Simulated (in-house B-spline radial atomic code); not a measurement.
# Er³⁺ in a hard spherical wall

What does confinement do to Er³⁺? The free system is solved first, then the same system inside hard walls. More than one configuration is followed.

Method: non-relativistic r2SCAN, spin-polarised, spherical fractional occupations, point nucleus, basis-set limit. Code: in-house B-spline radial atomic code version 1.

**1. The system**

- element: erbium (Z = 68)
- charge: +3
- electrons: 65
- configuration: [Xe] 4f11
- Hamiltonian: non-relativistic
- nucleus: point

Outer shells as boxes (Hund's rule):

[Xe] 4f11
```
[Xe] core
4f [↑↓][↑↓][↑↓][↑↓][↑ ][↑ ][↑ ]
```

Where spins are not typed, each open shell is filled with up spins first.

Settings, as recorded:

```ini
Z = 68
electrons = 65.0
configuration = [Xe] 4f11
hamiltonian = nr
method = r2scan
spin_polarised = True
```

The reference is known from an earlier run: -12500.505210 hartree in all. Up to eight levels, counted from the top:

| orbital | occupation | energy (eV) | <r> (bohr) |
| --- | --- | --- | --- |
| 4d up | 5 | -205.36 | 0.5836 |
| 4d down | 5 | -201.67 | 0.5844 |
| 5s up | 1 | -75.202 | 1.322 |
| 5s down | 1 | -73.951 | 1.335 |
| 5p up | 3 | -54.964 | 1.464 |
| 5p down | 3 | -54.017 | 1.480 |
| 4f up | 7 | -41.647 | 0.7282 |
| 4f down | 4 | -38.245 | 0.7433 |

**2. Wall at 7.25 bohr, configuration [Xe] 4f11**

Settings, as recorded:

```ini
Z = 68
electrons = 65.0
configuration = [Xe] 4f11
hamiltonian = nr
method = r2scan
spin_polarised = True
wall_radius = 7.25
```

**3. Wall at 3.53 bohr, configuration [Xe] 4f11**

The settings differ from step 2 so:

```diff
@@ -6,2 +6,2 @@
 spin_polarised = True
-wall_radius = 7.25
+wall_radius = 3.53
```

**4. Wall at 1.67 bohr, configuration [Xe] 4f11**

The settings differ from step 3 so:

```diff
@@ -6,2 +6,2 @@
 spin_polarised = True
-wall_radius = 3.53
+wall_radius = 1.67
```

**5. Wall at 7.25 bohr, configuration [Kr] 4d10 4f11 5s2 5p5 5f1**

Settings, as recorded:

```ini
Z = 68
electrons = 65.0
configuration = [Kr] 4d10 4f11 5s2 5p5 5f1
hamiltonian = nr
method = r2scan
spin_polarised = True
wall_radius = 7.25
```

**6. Wall at 3.53 bohr, configuration [Kr] 4d10 4f11 5s2 5p5 5f1**

The settings differ from step 5 so:

```diff
@@ -6,2 +6,2 @@
 spin_polarised = True
-wall_radius = 7.25
+wall_radius = 3.53
```

**7. Wall at 1.67 bohr, configuration [Kr] 4d10 4f11 5s2 5p5 5f1**

The settings differ from step 6 so:

```diff
@@ -6,2 +6,2 @@
 spin_polarised = True
-wall_radius = 3.53
+wall_radius = 1.67
```

**8. Wall at 7.25 bohr, configuration [Kr] 4d10 4f11 5s2 5p5 5d1**

Settings, as recorded:

```ini
Z = 68
electrons = 65.0
configuration = [Kr] 4d10 4f11 5s2 5p5 5d1
hamiltonian = nr
method = r2scan
spin_polarised = True
wall_radius = 7.25
```

**9. Wall at 3.53 bohr, configuration [Kr] 4d10 4f11 5s2 5p5 5d1**

The settings differ from step 8 so:

```diff
@@ -6,2 +6,2 @@
 spin_polarised = True
-wall_radius = 7.25
+wall_radius = 3.53
```

**10. Wall at 1.67 bohr, configuration [Kr] 4d10 4f11 5s2 5p5 5d1**

The settings differ from step 9 so:

```diff
@@ -6,2 +6,2 @@
 spin_polarised = True
-wall_radius = 3.53
+wall_radius = 1.67
```

Before running: What do the energy and the highest level do as the wall closes in, and which configuration is lower at each radius?

The runs gave:

| configuration | radius (bohr) | energy above the free system (eV) | highest level (eV) |
| --- | --- | --- | --- |
| [Xe] 4f11 | 7.25 | below noise | -38.245 (4f down) |
| [Xe] 4f11 | 3.53 | 1.601 | -37.249 (4f down) |
| [Xe] 4f11 | 1.67 | 475.10 | 29.881 (5p down) |
| [Kr] 4d10 4f11 5s2 5p5 5f1 | 7.25 | 47.347 | -10.941 (5f up) |
| [Kr] 4d10 4f11 5s2 5p5 5f1 | 3.53 | 62.846 | 5.815 (5f up) |
| [Kr] 4d10 4f11 5s2 5p5 5f1 | 1.67 | 610.36 | 165.47 (5f up) |
| [Kr] 4d10 4f11 5s2 5p5 5d1 | 7.25 | 27.833 | -27.640 (5d up) |
| [Kr] 4d10 4f11 5s2 5p5 5d1 | 3.53 | 30.887 | -24.822 (5d up) |
| [Kr] 4d10 4f11 5s2 5p5 5d1 | 1.67 | 529.80 | 84.545 (5d up) |

For [Xe] 4f11 the energy above the free reference is below noise at 7.25 bohr and 475.10 eV at 1.67 bohr. Its highest level passes zero between 3.53 and 1.67 bohr; in smaller spheres the level is positive, pushed up by confinement, and the wall keeps the electron in. Of [Xe] 4f11 and [Kr] 4d10 4f11 5s2 5p5 5f1, the first stays lower at every radius that both share. At 1.67 bohr the lowest of all 3 is [Xe] 4f11. A hard wall is a crude model of an atom's surroundings.
